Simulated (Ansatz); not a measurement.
# CH10BNSSi2: the cost of one run

All numbers below are computed with Ansatz 0.2.0 (RKS BLYP-D4/STO-3G).

### 1 The starting structure

Bond lengths (14 of 15 bonds, heavy atoms first): N1–B2 1.560 Å, B2–C3 1.572 Å, C3–Si4 1.868 Å, B2–S5 1.876 Å, S5–Si6 2.164 Å, N1–H7 1.010 Å, N1–H8 1.039 Å, C3–H9 1.123 Å, C3–H10 1.146 Å, Si4–H11 1.523 Å, Si4–H12 1.417 Å, Si4–H13 1.502 Å, Si6–H14 1.495 Å, Si6–H15 1.458 Å. Angles (14 of 25 angles, heavy atoms first): N1–B2–C3 118.9°, N1–B2–S5 121.3°, C3–B2–S5 119.8°, B2–C3–Si4 114.4°, B2–S5–Si6 92.6°, B2–N1–H7 106.9°, B2–N1–H8 104.1°, B2–C3–H9 110.5°, B2–C3–H10 110.0°, Si4–C3–H9 108.3°, Si4–C3–H10 109.3°, C3–Si4–H11 105.7°, C3–Si4–H12 112.5°, C3–Si4–H13 108.4°.

As a file:

```xyz
16

N    -0.4341   -2.1482   -0.1661
B    -0.3493   -0.5903   -0.1832
C     1.0442    0.0912   -0.4373
Si    1.1449    1.0770   -2.0207
S    -1.8647    0.4723    0.1230
Si   -1.5511    0.4768    2.2638
H     0.1910   -2.4684    0.5595
H    -0.0957   -2.4308   -1.1072
H     1.8627   -0.6778   -0.4487
H     1.3179    0.7661    0.4472
H     0.0573    2.1386   -1.9151
H     2.4189    1.6662   -2.2128
H     0.6986    0.1990   -3.1549
H    -2.6520    1.2284    2.9415
H    -0.2578    1.0692    2.5831
H    -1.5536   -0.8919    2.7721
```

### 2 Preparing the start

File input.yaml:

```yaml
crystal:
  periodic: [false, false, false]
  atoms:
    - { symbol: "N", position_ang: [-0.4341, -2.1482, -0.1661] }
    - { symbol: B, position_ang: [-0.3493, -0.5903, -0.1832] }
    - { symbol: C, position_ang: [1.0442, 0.0912, -0.4373] }
    - { symbol: Si, position_ang: [1.1449, 1.077, -2.0207] }
    - { symbol: S, position_ang: [-1.8647, 0.4723, 0.123] }
    - { symbol: Si, position_ang: [-1.5511, 0.4768, 2.2638] }
    - { symbol: H, position_ang: [0.191, -2.4684, 0.5595] }
    - { symbol: H, position_ang: [-0.0957, -2.4308, -1.1072] }
    - { symbol: H, position_ang: [1.8627, -0.6778, -0.4487] }
    - { symbol: H, position_ang: [1.3179, 0.7661, 0.4472] }
    - { symbol: H, position_ang: [0.0573, 2.1386, -1.9151] }
    - { symbol: H, position_ang: [2.4189, 1.6662, -2.2128] }
    - { symbol: H, position_ang: [0.6986, 0.199, -3.1549] }
    - { symbol: H, position_ang: [-2.652, 1.2284, 2.9415] }
    - { symbol: H, position_ang: [-0.2578, 1.0692, 2.5831] }
    - { symbol: H, position_ang: [-1.5536, -0.8919, 2.7721] }
basis:
  gaussian: { orbitals: STO-3G }
hamiltonian:
  xc: blyp
  dispersion: d4
relax:
  f_tol: 0.02
  max_steps: 40
scf:
  lower_state_search: "off"
```

Run with:

```sh
ansatz run input.yaml --threads 1 --pin off --max-ram 2048MiB --backend cpu --events-out ev --progress --plain --runs-dir out
```

**Question.** How long does this run take on 1 thread of Arm Neoverse N1, shared host, and how much memory does it need?

About 3.8 min, with a peak of 0.17 GiB.
